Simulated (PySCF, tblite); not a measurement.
# C₄H₁₁AlS₃Si: geometry, infrared bands and NMR shifts

Wanted: the infrared bands and NMR shifts of C₄H₁₁AlS₃Si (`[SiH3]SCC[C@H]1C[S][AlH][S]1`), by calculation.

Programs: tblite 0.8.0 and PySCF 2.14.0, with density-fitted response routines of our own. Each step states its level of theory. These are calculated values for one molecule in the gas phase, unless marked as measured. Atoms count from 0, in the outputs and in this text.

### Step 1. The starting structure

20 atoms, charge 0, multiplicity 1; geometry from: force field or distance geometry start.

Bonds of the start (Å): Si0–S1 2.14, S1–C2 1.80, C2–C3 1.55, C3–C4 1.47, C4–C5 1.50, C5–S6 1.83, S6–Al7 2.32, Al7–S8 2.32, S8–C4 1.83, Si0–H9 1.46, Si0–H10 1.47, Si0–H11 1.44, C2–H12 1.11, C2–H13 1.09, C3–H14 1.08, C3–H15 1.10, C4–H16 1.13, C5–H17 1.10, C5–H18 1.12, Al7–H19 1.62.

### Step 2. Relaxing the molecule with GFN2-xTB

Job settings and geometry (Å):

```
{"job": {"kind": "relax", "xc": "GFN2-xTB", "basis": "xTB"}, "charge": 0, "multiplicity": 1}
Si     3.570700     0.712400    -0.459200
S      2.750100    -0.568800     1.050400
C      0.987800    -0.212900     1.131800
C      0.305400    -0.630300    -0.191500
C     -1.126500    -0.309800    -0.041400
C     -2.028000    -0.623100    -1.194800
S     -3.448600     0.531700    -1.131600
Al    -3.837600     0.288300     1.139700
S     -1.917300    -0.962000     1.469800
H      4.252100     1.806000     0.231100
H      2.467400     1.249600    -1.262600
H      4.505100    -0.031600    -1.265600
H      0.849300     0.889200     1.181800
H      0.532700    -0.726500     1.979300
H      0.553400    -1.651800    -0.458600
H      0.756700     0.043700    -0.932100
H     -1.186200     0.814300     0.094800
H     -1.495000    -0.586700    -2.158500
H     -2.457100    -1.644900    -1.040700
H     -4.039600     1.623800     2.028900
```

Launch:

```
$ OMP_NUM_THREADS=1 python probes_run.py task.json out
```

The driver reads the jobs from task.json and runs them one after another.

What it wrote:

```text
step      E/eV     max force
  0    -728.02900    2.294
  1    -728.25281    1.816
  2    -728.42067    1.311
  3    -728.58439    1.108
  4    -728.70260    0.868
  5    -728.77006    0.802
  6    -728.80736    0.567
  7    -728.83923    0.379
  8    -728.86011    0.336
  9    -728.86985    0.255
 10    -728.87714    0.225
 11    -728.88552    0.259
 12    -728.89705    0.346
 13    -728.91037    0.346
 14    -728.92429    0.304
 15    -728.93745    0.281
 16    -728.95130    0.308
 17    -728.96558    0.295
 18    -728.97693    0.264
 19    -728.98551    0.233
 20    -728.99358    0.240
 21    -729.00244    0.282
 22    -729.01190    0.264
 23    -729.02035    0.209
 24    -729.02650    0.200
 25    -729.03125    0.172
 26    -729.03608    0.179
 27    -729.04096    0.190
 28    -729.04514    0.137
 29    -729.04807    0.106
 30    -729.05026    0.124
 31    -729.05265    0.150
 32    -729.05554    0.158
 33    -729.05843    0.135
 34    -729.06079    0.122
 35    -729.06259    0.124
 36    -729.06439    0.122
 37    -729.06655    0.125
 38    -729.06895    0.083
 39    -729.07033    0.094
 40    -729.07188    0.101
 41    -729.07365    0.121
 42    -729.07600    0.137
 43    -729.07858    0.108
 44    -729.08110    0.125
 45    -729.08353    0.124
 46    -729.08602    0.123
 47    -729.08851    0.123
 48    -729.09089    0.101
 49    -729.09300    0.112
 50    -729.09488    0.099
 51    -729.09648    0.103
 52    -729.09781    0.084
 53    -729.09919    0.116
 54    -729.10099    0.158
 55    -729.10314    0.148
 56    -729.10493    0.164
 57    -729.10657    0.093
 58    -729.10765    0.055
 59    -729.10850    0.059
 60    -729.10928    0.069
 61    -729.11010    0.078
 62    -729.11094    0.070
 63    -729.11202    0.079
 64    -729.11332    0.086
 65    -729.11454    0.079
 66    -729.11536    0.050
 67    -729.11594    0.068
 68    -729.11639    0.057
 69    -729.11682    0.045
 70    -729.11724    0.045
 71    -729.11764    0.048
 72    -729.11803    0.049
 73    -729.11837    0.050
 74    -729.11859    0.034
 75    -729.11875    0.027
 76    -729.11893    0.031
 77    -729.11916    0.034
 78    -729.11937    0.037
 79    -729.11954    0.025
 80    -729.11967    0.028
 81    -729.11978    0.027
 82    -729.11991    0.026
 83    -729.12006    0.034
 84    -729.12024    0.032
 85    -729.12046    0.033
 86    -729.12071    0.041
 87    -729.12105    0.051
 88    -729.12151    0.062
 89    -729.12210    0.058
 90    -729.12272    0.053
 91    -729.12321    0.037
 92    -729.12358    0.040
 93    -729.12398    0.047
 94    -729.12450    0.072
 95    -729.12512    0.074
 96    -729.12569    0.062
 97    -729.12611    0.043
 98    -729.12643    0.046
 99    -729.12675    0.059
100    -729.12712    0.048
101    -729.12771    0.047
102    -729.12823    0.052
103    -729.12892    0.061
104    -729.12952    0.091
105    -729.12992    0.072
106    -729.13058    0.048
107    -729.13110    0.039
108    -729.13152    0.045
109    -729.13195    0.048
110    -729.13235    0.049
111    -729.13260    0.047
112    -729.13284    0.037
113    -729.13302    0.034
114    -729.13322    0.033
115    -729.13342    0.031
116    -729.13361    0.034
117    -729.13386    0.040
118    -729.13425    0.041
119    -729.13475    0.051
120    -729.13524    0.049
121    -729.13561    0.056
122    -729.13594    0.042
123    -729.13631    0.041
124    -729.13671    0.042
125    -729.13700    0.036
126    -729.13722    0.031
127    -729.13739    0.030
128    -729.13755    0.025
129    -729.13766    0.022
130    -729.13777    0.023
131    -729.13789    0.024
132    -729.13806    0.023
133    -729.13822    0.026
134    -729.13834    0.023
135    -729.13842    0.016
136    -729.13847    0.016
137    -729.13852    0.014
138    -729.13857    0.019
139    -729.13863    0.017
140    -729.13870    0.022
141    -729.13878    0.023
142    -729.13887    0.028
143    -729.13897    0.044
144    -729.13908    0.037
145    -729.13920    0.028
146    -729.13929    0.019
147    -729.13937    0.023
148    -729.13947    0.027
149    -729.13958    0.021
150    -729.13965    0.050
151    -729.13974    0.035
152    -729.13981    0.023
153    -729.13987    0.017
154    -729.13992    0.019
155    -729.13998    0.026
156    -729.14003    0.025
157    -729.14008    0.019
158    -729.14014    0.017
159    -729.14020    0.023
160    -729.14026    0.022
161    -729.14031    0.026
162    -729.14036    0.026
163    -729.14043    0.023
164    -729.14050    0.020
165    -729.14057    0.025
166    -729.14065    0.027
167    -729.14074    0.028
168    -729.14086    0.027
169    -729.14098    0.019
170    -729.14109    0.024
171    -729.14120    0.026
172    -729.14130    0.025
173    -729.14138    0.019
174    -729.14145    0.021
175    -729.14153    0.027
176    -729.14162    0.037
177    -729.14172    0.034
178    -729.14180    0.019
179    -729.14186    0.017
180    -729.14192    0.018
181    -729.14198    0.026
182    -729.14204    0.022
183    -729.14209    0.016
184    -729.14213    0.013
185    -729.14217    0.016
186    -729.14222    0.019
187    -729.14227    0.018
188    -729.14231    0.015
189    -729.14235    0.014
190    -729.14240    0.018
191    -729.14246    0.023
192    -729.14254    0.028
193    -729.14264    0.026
194    -729.14276    0.029
195    -729.14291    0.029
196    -729.14307    0.035
197    -729.14313    0.059
198    -729.14336    0.031
199    -729.14349    0.021
200    -729.14369    0.026
201    -729.14379    0.027
202    -729.14394    0.023
203    -729.14407    0.025
204    -729.14418    0.023
205    -729.14424    0.019
206    -729.14429    0.016
207    -729.14432    0.013
208    -729.14435    0.010
```

Wall time 4.8 s (1 thread of Arm Neoverse N1, shared host).

Relaxation path: (not every step is listed)

| step | energy from step 0 (eV) | largest force (eV/Å) |
| --- | --- | --- |
| 0 | 0.0000 | 2.2937 |
| 1 | -0.2238 | 1.8157 |
| 2 | -0.3917 | 1.3108 |
| 3 | -0.5554 | 1.1081 |
| 4 | -0.6736 | 0.8684 |
| 5 | -0.7411 | 0.8024 |
| 6 | -0.7784 | 0.5672 |
| 7 | -0.8102 | 0.3794 |
| 8 | -0.8311 | 0.3360 |
| 27 | -1.0120 | 0.1902 |
| 46 | -1.0570 | 0.1234 |
| 65 | -1.0855 | 0.0787 |
| 84 | -1.0912 | 0.0320 |
| 103 | -1.0999 | 0.0610 |
| 122 | -1.1069 | 0.0416 |
| 141 | -1.1098 | 0.0228 |
| 160 | -1.1113 | 0.0218 |
| 179 | -1.1129 | 0.0173 |
| 198 | -1.1144 | 0.0308 |
| 203 | -1.1151 | 0.0253 |
| 204 | -1.1152 | 0.0233 |
| 205 | -1.1152 | 0.0192 |
| 206 | -1.1153 | 0.0162 |
| 207 | -1.1153 | 0.0128 |
| 208 | -1.1154 | 0.0100 |

Close pairs (by a distance rule), those that changed most:

| bond | before (Å) | after (Å) | change (Å) |
| --- | --- | --- | --- |
| S6–Al7 | 2.317 | 2.199 | -0.119 |
| Al7–S8 | 2.315 | 2.197 | -0.118 |
| Al7–H19 | 1.617 | 1.513 | -0.104 |
| C3–C4 | 1.475 | 1.528 | +0.053 |
| C4–S8 | 1.826 | 1.868 | +0.042 |
| C4–H16 | 1.134 | 1.094 | -0.040 |
| C4–C5 | 1.497 | 1.526 | +0.029 |
| C5–H18 | 1.119 | 1.091 | -0.028 |

The end geometry stands in the next job.

### Step 3. Infrared spectrum with GFN2-xTB

Job settings and geometry (Å):

```
{"job": {"kind": "ir", "xc": "GFN2-xTB", "basis": "xTB"}, "charge": 0, "multiplicity": 1}
Si     3.688475     0.360870    -0.680727
S      2.842151    -0.824616     0.891077
C      1.190201    -0.073984     1.087444
C      0.248433    -0.473905    -0.036480
C     -1.143488     0.130464     0.139881
C     -1.996401    -0.163837    -1.091406
S     -3.692534     0.575335    -1.052601
Al    -3.918478     0.041369     1.068168
S     -1.901014    -0.548234     1.706761
H      3.361478     1.751578    -0.382844
H      3.102448    -0.022829    -1.963529
H      5.105875     0.065135    -0.613274
H      1.309113     1.008353     1.139840
H      0.817308    -0.438905     2.043342
H      0.171360    -1.562542    -0.065146
H      0.656054    -0.133751    -0.993026
H     -1.056847     1.212206     0.278914
H     -1.517762     0.269960    -1.970555
H     -2.094667    -1.239656    -1.241648
H     -5.176853     0.077668     1.906739
```

What it wrote:

```text
mode    cm-1     km/mol
  1      22.0      1.08
  2      38.9      0.88
  3      56.4      1.08
  4      74.8      0.81
  5      95.1      6.03
  6     114.4      2.29
  7     154.8      0.86
  8     173.5      2.02
  9     223.4      9.39
 10     252.8      4.87
 11     298.1      0.71
 12     358.2     71.87
 13     383.3     18.98
 14     424.6    109.87
 15     446.5     95.63
 16     477.1     32.59
 17     510.6     49.47
 18     537.7     38.76
 19     546.0    156.21
 20     561.3     78.13
 21     604.6     17.67
 22     714.0      0.17
 23     738.1    187.25
 24     751.0     34.91
 25     776.2    319.64
 26     783.8    174.75
 27     794.1    133.70
 28     870.7      3.10
 29     981.2      4.08
 30    1026.0      3.73
 31    1046.3      1.42
 32    1075.1      0.07
 33    1104.2      3.20
 34    1113.5      2.74
 35    1201.6      1.14
 36    1224.6     14.10
 37    1238.3      1.22
 38    1266.5     10.44
 39    1279.1      7.34
 40    1329.9      8.29
 41    1438.0      2.48
 42    1448.8      0.83
 43    1466.6      1.28
 44    1947.6    418.87
 45    2271.7    279.99
 46    2297.1    160.53
 47    2388.7    223.98
 48    2925.9      7.62
 49    2950.8     26.07
 50    2971.9      4.76
 51    2973.1      7.39
 52    2979.7      7.87
 53    2992.2     15.55
 54    3011.5      4.80
```

Run time: 2.4 s. Hardware: 1 thread of Arm Neoverse N1, shared host.

The strongest bands and the atoms that carry them (share of the mass-weighted mode):

| cm⁻¹ | km/mol | atoms |
| --- | --- | --- |
| 546 | 156.2 | Al7 40 %, S8 19 %, S6 13 % |
| 738 | 187.2 | H11 49 %, H9 41 % |
| 776 | 319.6 | H10 26 %, H11 22 % |
| 784 | 174.8 | H9 17 %, H10 15 %, H12 12 %, H13 10 % |
| 1948 | 418.9 | H19 96 % |
| 2272 | 280.0 | H10 86 %, H9 10 % |
| 2297 | 160.5 | H9 86 %, H10 11 % |
| 2389 | 224.0 | H11 97 % |

### Step 4. Shielding tensors: PBE0/pcSseg-1

Settings changed since step 3:

```diff
@@ -1,2 +1,2 @@
-{"job": {"kind": "ir", "xc": "GFN2-xTB", "basis": "xTB"}, "charge": 0, "multiplicity": 1}
+{"job": {"kind": "nmr", "xc": "PBE0", "basis": "pcSseg-1"}, "charge": 0, "multiplicity": 1}
 Si     3.688475     0.360870    -0.680727
```

With the program's defaults for keys left out, this is: GIAO PBE0/pcSseg-1 NMR shielding, non-relativistic, gas phase.

What it wrote:

```text
coarse grid: 19288 points
cycle   1  E = -1884.5959873139  dE =  7.910e-01  |g| = 3.702e-01  |ddm| = 4.232e+00
cycle   2  E = -1884.5936137300  dE =  2.374e-03  |g| = 4.085e-01  |ddm| = 1.092e+00
cycle   3  E = -1884.6412274604  dE = -4.761e-02  |g| = 5.136e-02  |ddm| = 5.936e-01
cycle   4  E = -1884.6417236702  dE = -4.962e-04  |g| = 2.563e-02  |ddm| = 8.497e-02
cycle   5  E = -1884.6418835006  dE = -1.598e-04  |g| = 7.077e-03  |ddm| = 3.400e-02
cycle   6  E = -1884.6418962251  dE = -1.272e-05  |g| = 2.068e-03  |ddm| = 1.121e-02
cycle   7  E = -1884.6418974718  dE = -1.247e-06  |g| = 5.816e-04  |ddm| = 3.552e-03
final grid: 162984 points
cycle   8  E = -1884.7013057265  dE = -3.567e-05  |g| = 9.729e-03  |ddm| = 3.289e-02
cycle   9  E = -1884.7012799196  dE =  2.581e-05  |g| = 1.379e-02  |ddm| = 2.407e-02
cycle  10  E = -1884.7013287010  dE = -4.878e-05  |g| = 1.249e-03  |ddm| = 1.649e-02
cycle  11  E = -1884.7013291442  dE = -4.433e-07  |g| = 2.381e-04  |ddm| = 1.974e-03
cycle  12  E = -1884.7013291589  dE = -1.467e-08  |g| = 6.700e-05  |ddm| = 3.339e-04
cycle  13  E = -1884.7013291601  dE = -1.175e-09  |g| = 2.184e-05  |ddm| = 1.107e-04
cycle  14  E = -1884.7013291602  dE = -1.255e-10  |g| = 5.557e-06  |ddm| = 3.084e-05
converged SCF energy = -1884.7013291602

GIAO shielding tensors (ppm)
atom      isotropic    diamagn.    paramagn.     s11        s22        s33       span
  0 Si     400.967     879.503    -478.536    352.383    390.838    459.681    107.298
  1 S      677.466    1056.699    -379.233    531.118    597.876    903.404    372.286
  2 C      150.167     249.570     -99.403    129.645    149.822    171.034     41.389
  3 C      141.408     251.095    -109.687    119.144    133.856    171.226     52.082
  4 C      125.482     254.164    -128.682     90.477    129.290    156.677     66.200
  5 C      140.968     250.178    -109.209    107.304    148.166    167.435     60.131
  6 S      559.202    1056.682    -497.481    495.257    525.545    656.804    161.547
  7 Al     301.713     796.803    -495.091    253.173    312.148    339.816     86.643
  8 S      535.111    1059.168    -524.057    440.796    495.826    668.710    227.915
  9 H       27.234      29.558      -2.324     24.008     25.287     32.407      8.399
 10 H       26.962      29.818      -2.856     22.533     26.063     32.290      9.758
 11 H       27.146      28.178      -1.032     23.294     24.537     33.606     10.312
 12 H       29.518      32.900      -3.382     23.280     31.752     33.523     10.243
 13 H       28.474      31.036      -2.562     20.226     29.755     35.441     15.215
 14 H       29.963      33.893      -3.930     25.624     31.337     32.927      7.304
 15 H       29.747      35.649      -5.902     22.687     30.975     35.580     12.893
 16 H       28.768      35.411      -6.643     25.258     28.025     33.022      7.764
 17 H       28.642      31.804      -3.162     21.201     29.677     35.046     13.845
 18 H       29.032      32.163      -3.131     22.878     29.915     34.304     11.426
 19 H       26.428      27.929      -1.500     22.652     22.880     33.754     11.102
```

Wall time 2 min (1 thread of Arm Neoverse N1, shared host); peak memory 1.1 GiB.

The references, computed at this level on geometries of the same kind, shield at (ppm): 1H TMS 31.72, 13C TMS 186.9, 29Si TMS 349.2, 33S CS2 504, 27Al AlH4- 490.0. Their shielding less the atom's gives the shift. The references are single molecules in the gas phase. Shifts against hydride references such as AlH4− lie on their own scale. Atoms listed in one row are averaged.

| atoms | environment | σ (ppm) | δ (ppm) |
| --- | --- | --- | --- |
| C4 | sp3 CH bonded to S | 125.5 | 61.4 |
| C5 | sp3 CH2 bonded to S | 141.0 | 46.0 |
| C3 | sp3 CH2 | 141.4 | 45.5 |
| C2 | sp3 CH2 bonded to S | 150.2 | 36.8 |
| H19 | hydrogen on an aluminium bonded to 2 S, in a 5-membered ring | 26.43 | 5.29 |
| H9, H10, H11 | hydrogen on a silicon bonded to S | 27.11 | 4.60 |
| H13 | hydrogen on an sp3 CH2 bonded to S | 28.47 | 3.24 |
| H17 | hydrogen on an sp3 CH2 bonded to S | 28.64 | 3.08 |
| H16 | hydrogen on an sp3 CH bonded to S | 28.77 | 2.95 |
| H18 | hydrogen on an sp3 CH2 bonded to S | 29.03 | 2.68 |
| H12 | hydrogen on an sp3 CH2 bonded to S | 29.52 | 2.20 |
| H15 | hydrogen on an sp3 CH2 | 29.75 | 1.97 |
| H14 | hydrogen on an sp3 CH2 | 29.96 | 1.75 |
| Si0 | silicon bonded to S, 3 H | 401.0 | -51.8 |
| S8 | sulfur bonded to C, Al, in a 5-membered ring | 535 | -31 |
| S6 | sulfur bonded to C, Al, in a 5-membered ring | 559 | -55 |
| S1 | sulfur bonded to C, Si | 677 | -174 |
| Al7 | aluminium bonded to 2 S, H, in a 5-membered ring | 301.7 | 188.3 |

Charges from the same density, by scheme (e):

| atoms | Mulliken | IAO | Hirshfeld | ESP fit |
| --- | --- | --- | --- | --- |
| Si0 | 0.45 | 0.54 | 0.29 | 0.26 |
| S1 | -0.26 | -0.19 | -0.10 | -0.30 |
| C2 | -0.33 | -0.33 | -0.07 | -0.32 |
| C3 | -0.17 | -0.25 | -0.08 | 0.49 |
| C4 | -0.40 | -0.16 | -0.02 | -0.23 |
| C5 | -0.26 | -0.32 | -0.07 | -0.21 |
| S6 | -0.29 | -0.23 | -0.16 | -0.38 |
| Al7 | 0.78 | 0.67 | 0.43 | 0.79 |
| S8 | -0.28 | -0.26 | -0.14 | -0.41 |

Mayer bond orders: Si0–S1 0.97, S1–C2 1.02, C2–C3 0.99, C3–C4 0.98, C4–C5 0.98, C5–S6 0.99, S6–Al7 0.99, Al7–S8 0.98, S8–C4 0.99.

Ring of atoms C4, C5, S6, Al7, S8: NICS(0) -7.6, NICS(1) -4.4, NICS(1)zz 0.0 ppm (means of both faces).

### Step 5. Outcome

| quantity | value |
| --- | --- |
| strongest single infrared mode (GFN2-xTB) | 1948 cm⁻¹, 419 km/mol |
| zero-point energy (GFN2-xTB) | 85.4 kcal/mol |
| 13C shifts against TMS (PBE0/pcSseg-1) | 61.4, 46.0, 45.5, 36.8 ppm |
| 1H shifts against TMS (PBE0/pcSseg-1, means over atoms taken as alike) | 5.29, 4.60, 3.24, 3.08, 2.95, 2.68, 2.20, 1.97, 1.75 ppm |
| 29Si shifts against TMS (PBE0/pcSseg-1) | -51.8 ppm |
| 33S shifts against CS2 (PBE0/pcSseg-1) | -31, -55, -174 ppm |
| 27Al shifts against AlH4- (PBE0/pcSseg-1) | 188.3 ppm |

In words: Over 208 steps the energy fell by 1.115 eV; of the close pairs, S6–Al7 changed most, 2.317 to 2.199 Å. All 54 modes are real, so the xTB geometry is a minimum. The strongest single mode, at 1948 cm⁻¹, moves mainly H19. Unscaled tight-binding wavenumbers are off by several per cent, some by more. Its intensities can rank the bands wrongly. At PBE0/pcSseg-1: The largest span, 372 ppm, is at S1, where the paramagnetic term is -379 ppm.
